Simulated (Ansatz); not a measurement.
# Rb: the cost of one run

Computed with Ansatz 0.2.0 (DFT LDA, scalar-relativistic, plane waves, PAW, unless a step's input says otherwise).

### 1 Starting point

Symmetry: P3m1, No. 156, trigonal system. Conventional cell: a = 5.089 Å, b = 5.089 Å, c = 46.547 Å, α = 90.00°, β = 90.00°, γ = 120.00°.

As a file:

```
CELL_PARAMETERS angstrom
5.08878 0.00000 0.00000
-2.54439 4.40701 0.00000
0.00000 0.00000 46.54652
ATOMIC_POSITIONS crystal
Rb 0.66667 0.33333 0.18261
Rb 0.00000 0.00000 0.27330
Rb 0.33333 0.66667 0.36398
Rb 0.00000 0.00000 0.45466
Rb 0.66667 0.33333 0.54534
Rb 0.00000 0.00000 0.63602
Rb 0.33333 0.66667 0.72670
Rb 0.00000 0.00000 0.81739
```

Slab cut from the bulk at the bulk's listed lattice constants, lower half held.

### 2 Relaxing the atoms

input.yaml

```yaml
crystal:
  lattice:
    - [5.08877978, 0.0, 0.0]
    - [-2.54438989, 4.40701256, 0.0]
    - [0.0, 0.0, 46.5465202968]
  atoms:
    - { symbol: Rb, position: [0.66666667, 0.33333334, 0.1826130062] }
    - { symbol: Rb, position: [0.0, 0.0, 0.273295003] }
    - { symbol: Rb, position: [0.33333333, 0.66666666, 0.3639769997] }
    - { symbol: Rb, position: [0.0, 0.0, 0.4546589965] }
    - { symbol: Rb, position: [0.66666667, 0.33333334, 0.5453410035] }
    - { symbol: Rb, position: [0.0, 0.0, 0.6360230003] }
    - { symbol: Rb, position: [0.33333333, 0.66666666, 0.726704997] }
    - { symbol: Rb, position: [0.0, 0.0, 0.8173869938] }
basis:
  ecutwfc: 420.0
  fft_grid_basis: typed
kpoints:
  mp_grid: { grid: [6, 6, 1] }
hamiltonian:
  xc: lda
  pseudopotentials: { kind: paw }
scf:
  occupations: { method: gaussian, width: 0.1 }
output:
  forces: true
  eigenvalues: true
efield:
  axis: 3
  dipole_correction: true
  ramp_width: 0.04
relax:
  adjacent_minimum: "off"
  f_tol: 0.04
  max_steps: 40
  constraints: [{ sites: [0, 1, 2, 3] }]
```

Command:

```bash
ansatz run input.yaml --threads 1 --pin off --max-ram 2211MiB --backend cpu --events-out ev --progress --plain --runs-dir out
```

Q: Estimate wall time and peak memory on 1 thread of Arm Neoverse V1, shared host.

About 4.3 min, with a peak of 0.8 GiB.
